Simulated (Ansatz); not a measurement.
# Cd2S in Ansatz: the effect of functional

Crystal: Cd2S.

```
Cd S
1.0
     3.90911    0.00000    0.00000
    -1.95456    3.38539    0.00000
     0.00000    0.00000    5.73068
Cd S
2 1
Direct
  0.33333 0.66667 0.93272
  0.66667 0.33333 0.57873
  0.33333 0.66667 0.36571
```

The cell comes from a database or a generator and needn't be the stable form of this composition.

The cell isn't the ideal one: volume scaled by 0.96.

Alike in all runs:

| Property | Result |
| --- | --- |
| Program | Ansatz 0.2.0 |
| Task | single point |
| Potentials or basis | Ansatz PAW |
| k mesh | 8 × 8 × 5 |
| Occupations | fermi-dirac, width 0.05 eV |
| Spin | no spin polarisation |

```csv
functional,cutoff,gap on the mesh (eV),pressure (GPa),largest force (eV/Å)
LDA,420 eV (not typed: the program's choice for these potentials),?,?,?
PBEsol,420 eV (not typed: the program's choice for these potentials),0.20,-1.3,0.06
r2SCAN,500 eV (not typed: the program's choice for these potentials),0.29,0.2,0.13
```

**Question.** What does the run with functional LDA give?

**Answer.** gap on the mesh 0.22 eV; pressure -3.4 GPa; largest force 0.09 eV/Å.

Caveats: odd divisions of the mesh miss points on the zone boundary, where band edges often lie, so the gap on the mesh can be too wide; the PAW data sets come from PBE, with cores solved anew for the run's functional, which leaves a small shift of forces and pressure.

A k mesh can miss the band edges.
